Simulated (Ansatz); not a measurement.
# Al2Pt (Fm-3m): scan of the energy under strain

What does a strain cost in Al2Pt (Fm-3m)? The task is a scan of the energy under strain, for Al2Pt (Fm-3m).

Computed with Ansatz 0.2.0, driven from Python. Level of theory: DFT r2SCAN, plane waves, PAW.

**1. The structure**

The structure is cubic, space group Fm-3m (No. 225). The conventional cell has a = 5.910 Å, b = 5.910 Å, c = 5.910 Å, α = 90.00°, β = 90.00°, γ = 90.00°. Al (site symmetry -43m) has 4 Pt at 2.56 Å in its first shell of neighbours. Around Pt (site symmetry m-3m) lie 8 Al at 2.56 Å.

The script holds or builds the structure itself.

**2. Script**

strain.py

```python
# -*- coding: utf-8 -*-
"""Energy of Al2Pt under uniaxial strain, ions carried with the cell."""

import ansatz as az
import numpy as np

VECTORS = np.array([
    [0.0, 2.955, 2.955],
    [2.955, 0.0, 2.955],
    [2.955, 2.955, 0.0],
])
SITES = [
    ("Al", [0.25, 0.25, 0.25]),
    ("Al", [0.75, 0.75, 0.75]),
    ("Pt", [0.0, 0.0, 0.0]),
]


def make_crystal(cell):
    crystal = az.Crystal(lattice=az.Lattice.of(cell))
    for symbol, position in SITES:
        crystal = crystal.atom(symbol, position)
    return crystal


def main():
    # clamped ions: the fractional positions stay as typed
    values = np.linspace(-0.01, 0.01, 7)
    energies = []
    for d in values:
        strain = np.diag([0, 0, d])
        cell = VECTORS @ (np.eye(3) + strain)
        calc = (
            make_crystal(cell).calculation()
            .functional(az.Functional.R2SCAN)
            .basis(28 * az.Ha, xc_grid=2)
            .occupations("fermi_dirac")
            .scf(max_iterations=150)
            .kpoints(10, 10, 10)
            .stress()
        )
        rep = calc.run().report
        energies.append(rep["free_energy_ev"] / len(SITES))
        s = rep["stress_gpa"]
        print(f"d = {d:+.4f}  stress xx yy zz xy (GPa, compression positive): {s[0][0]:8.3f} {s[1][1]:8.3f} {s[2][2]:8.3f} {s[0][1]:8.3f}")
    energies = np.array(energies)

    for value, e in zip(values, energies):
        print(f"strain {value:7.3f}   E - Emin = {1000 * (e - energies.min()):9.3f} meV/atom")
    curvature = 2 * np.polyfit(values, energies, 3)[1]
    volume = abs(np.linalg.det(VECTORS)) / len(SITES)
    print(f"d2E/dd2 over the volume: {curvature / volume * 160.21766:.1f} GPa")


if __name__ == "__main__":
    main()
```

**3. The run**

The run is started by

```sh
python strain.py
```

The program printed:

```text
d = -0.0100  stress xx yy zz xy (GPa, compression positive):    0.758    0.758    1.538    0.000
d = -0.0067  stress xx yy zz xy (GPa, compression positive):    0.359    0.359    0.874    0.000
d = -0.0033  stress xx yy zz xy (GPa, compression positive):   -0.033   -0.033    0.223    0.000
d = +0.0000  stress xx yy zz xy (GPa, compression positive):   -0.418   -0.418   -0.418    0.000
d = +0.0033  stress xx yy zz xy (GPa, compression positive):   -0.795   -0.795   -1.047    0.000
d = +0.0067  stress xx yy zz xy (GPa, compression positive):   -1.166   -1.166   -1.666   -0.000
d = +0.0100  stress xx yy zz xy (GPa, compression positive):   -1.530   -1.530   -2.273   -0.000
strain  -0.010   E - Emin =     0.627 meV/atom
strain  -0.007   E - Emin =     0.196 meV/atom
strain  -0.003   E - Emin =     0.000 meV/atom
strain   0.000   E - Emin =     0.036 meV/atom
strain   0.003   E - Emin =     0.298 meV/atom
strain   0.007   E - Emin =     0.784 meV/atom
strain   0.010   E - Emin =     1.489 meV/atom
d2E/dd2 over the volume: 190.5 GPa
```

Wall time 95 s (1 thread of Arm Neoverse V2, shared host); peak memory 0.58 GiB.

**4. The engine's runs**

From the records of these 7 runs:

```csv
run,strain,energy from run 3 (meV/atom),pressure (GPa),SCF cycles,CPU time (s)
1,-0.010,0.63,1.02,7,14
2,-0.007,0.20,0.53,7,14
3,-0.003,0.00,0.05,7,14
4,0.000,0.04,-0.42,7,7
5,0.003,0.30,-0.88,7,15
6,0.007,0.78,-1.33,7,15
7,0.010,1.49,-1.78,7,15
```

Energies are free energies F = E - TS of the smeared occupations. 

**5. Summary of results**

| quantity | value |
| --- | --- |
| curvature under the strain | 190.5 GPa |
| runs compared | 7 |
| range of energy | 1.49 meV/atom |
| lowest point, strain | -0.003 |

Against the unstrained cell the energy per atom changes by +0.59 meV at one end of the scan and +1.45 meV at the other, and its second derivative over the volume is 190.5 GPa. Reading the output:
- The curvature belongs to this strain pattern and to the cell's stress; it equals a single elastic constant only for simple patterns.
- In a metal a curvature from energy changes of a few meV or less hangs on mesh and smearing, in size and even in sign.
- Spin-orbit coupling, which matters for elements this heavy, is left out.
- The ions keep their fractional positions (clamped ions).
